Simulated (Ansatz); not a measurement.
# C4H12ClInN2: a ladder of functionals and wavefunction methods

The task here is to estimate one member of a computed series from the others.

Computed with Ansatz 0.2.0, Gaussian basis. Level: functionals in def2-TZVPP, the program's frozen cores in correlated methods.

Levels to be run: LDA (SPW92), PBE-D4, revPBE-D4, BLYP-D4, r2SCAN-D4, B97M-V, PBE0-D4, B3LYP-D4, r2SCANh-D4, r2SCAN0-D4, HSE06-D4, BHLYP-D4, CAM-B3LYP-D4, LC-ωPBE, ωB97X-V, ωB97M-V, B2PLYP, PBE-QIDH; CCSD(T)/def2-SVP; CCSD(T)/def2-TZVPP; MP2/def2-QZVPP; extrapolation to the limit; RPA on PBE.

1 further run of the same task is left out (for a known fault of the program). Runs told in other sessions of the task aren't counted.

## Structure used throughout

All runs share one geometry, relaxed beforehand with PBE0-D4 in a triple-zeta def2 set. In takes the def2 core potential; no spin-orbit term is included.

SMILES `C[N](C)[In]([Cl])[N](C)C`, 20 atoms, charge 0, spin multiplicity 1.

Atoms are counted from 1 here; the program's logs count them from 0.

Bond lengths: C1–N2 1.440 Å, C1–H9 1.100 Å, C1–H10 1.092 Å, C1–H11 1.101 Å, N2–C3 1.439 Å, N2–In4 1.998 Å, C3–H12 1.092 Å, C3–H13 1.100 Å, C3–H14 1.102 Å, In4–Cl5 2.338 Å, In4–N6 1.998 Å, N6–C7 1.441 Å, N6–C8 1.439 Å, C7–H15 1.101 Å, C7–H16 1.092 Å, C7–H17 1.100 Å, C8–H18 1.100 Å, C8–H19 1.102 Å and more. Angles: N2–C1–H9 110.8°, N2–C1–H10 111.1°, N2–C1–H11 112.2°, H9–C1–H10 107.7°, H9–C1–H11 107.1°, H10–C1–H11 107.8°, C1–N2–C3 113.1°, C1–N2–In4 121.4°, C3–N2–In4 124.0°, N2–C3–H12 111.6°, N2–C3–H13 110.8°, N2–C3–H14 112.5°, H12–C3–H13 107.2°, H12–C3–H14 107.5°, H13–C3–H14 107.0°, N2–In4–Cl5 114.1°, N2–In4–N6 131.2°, Cl5–In4–N6 114.2° and more.

Set-up of the first run:

in.yaml

```yaml
crystal:
  periodic: [false, false, false]
  atoms:
    - {symbol: C, position_ang: [1.900855, -0.299869, -2.483848]}
    - {symbol: N, position_ang: [1.374504, -0.365918, -1.144641]}
    - {symbol: C, position_ang: [2.005946, -1.376445, -0.337942]}
    - {symbol: In, position_ang: [-0.323122, 0.562282, -0.646959]}
    - {symbol: Cl, position_ang: [-1.150249, 1.992860, -2.300421]}
    - {symbol: N, position_ang: [-1.309632, 0.660581, 1.087883]}
    - {symbol: C, position_ang: [-2.541569, 1.397569, 1.208021]}
    - {symbol: C, position_ang: [-1.063998, -0.215051, 2.203206]}
    - {symbol: H, position_ang: [2.974570, -0.060990, -2.469305]}
    - {symbol: H, position_ang: [1.397367, 0.474127, -3.066114]}
    - {symbol: H, position_ang: [1.787667, -1.253381, -3.022954]}
    - {symbol: H, position_ang: [1.607821, -1.385713, 0.679061]}
    - {symbol: H, position_ang: [3.088470, -1.195245, -0.261307]}
    - {symbol: H, position_ang: [1.877891, -2.388365, -0.753964]}
    - {symbol: H, position_ang: [-3.417238, 0.734972, 1.290875]}
    - {symbol: H, position_ang: [-2.696056, 2.047887, 0.344948]}
    - {symbol: H, position_ang: [-2.529088, 2.032422, 2.106257]}
    - {symbol: H, position_ang: [-1.022036, 0.353908, 3.143926]}
    - {symbol: H, position_ang: [-1.850871, -0.976603, 2.322739]}
    - {symbol: H, position_ang: [-0.111241, -0.739017, 2.100550]}
basis:
  gaussian: {orbitals: def2-TZVPP}
hamiltonian: {xc: lda}
output: {orbitals: {seedname: orbitals}}
```

On the command line:

```console
ansatz run in.yaml --threads 4 --pin off --events-out ev --progress --plain --max-ram 66560MiB --backend cuda --devices 0, --max-vram 37GiB
```

Steps of the session up to this table: LDA; PBE-D4 (GGA); revPBE-D4 (GGA); BLYP-D4 (GGA); r2SCAN-D4 (meta-GGA); B97M-V (meta-GGA); PBE0-D4 (hybrid); B3LYP-D4 (hybrid); r2SCANh-D4 (hybrid); r2SCAN0-D4 (hybrid); HSE06-D4 (hybrid); BHLYP-D4 (hybrid); CAM-B3LYP-D4 (range-separated); LC-ωPBE (range-separated); ωB97X-V (range-separated); ωB97M-V (range-separated); B2PLYP (double hybrid); PBE-QIDH (double hybrid).

One of the session's tables, all rows but one given; the rest of the session is left out.

It belongs to the step «Frontier levels by functional». 

```
  functional  HOMO (eV)  gap (eV)
 LDA (SPW92)          ?         ?
      PBE-D4      -4.77      2.68
   revPBE-D4      -4.71      2.74
     BLYP-D4      -4.66      2.64
   r2SCAN-D4      -4.99      3.08
      B97M-V      -5.12      3.07
     PBE0-D4      -6.01      4.82
    B3LYP-D4      -5.82      4.34
  r2SCANh-D4      -5.46      3.88
  r2SCAN0-D4      -6.18      5.08
    HSE06-D4      -5.61      4.05
    BHLYP-D4      -7.22      6.90
CAM-B3LYP-D4      -7.36      7.15
     LC-ωPBE      -8.66      9.70
     ωB97X-V      -8.35      9.17
     ωB97M-V      -8.27      8.85
```

Q: Estimate the row for LDA (SPW92) from the others.

As computed: HOMO (eV): -4.90; gap (eV): 2.53. In the column «HOMO (eV)» it lies between r2SCAN-D4 (-4.99) and PBE-D4 (-4.77).
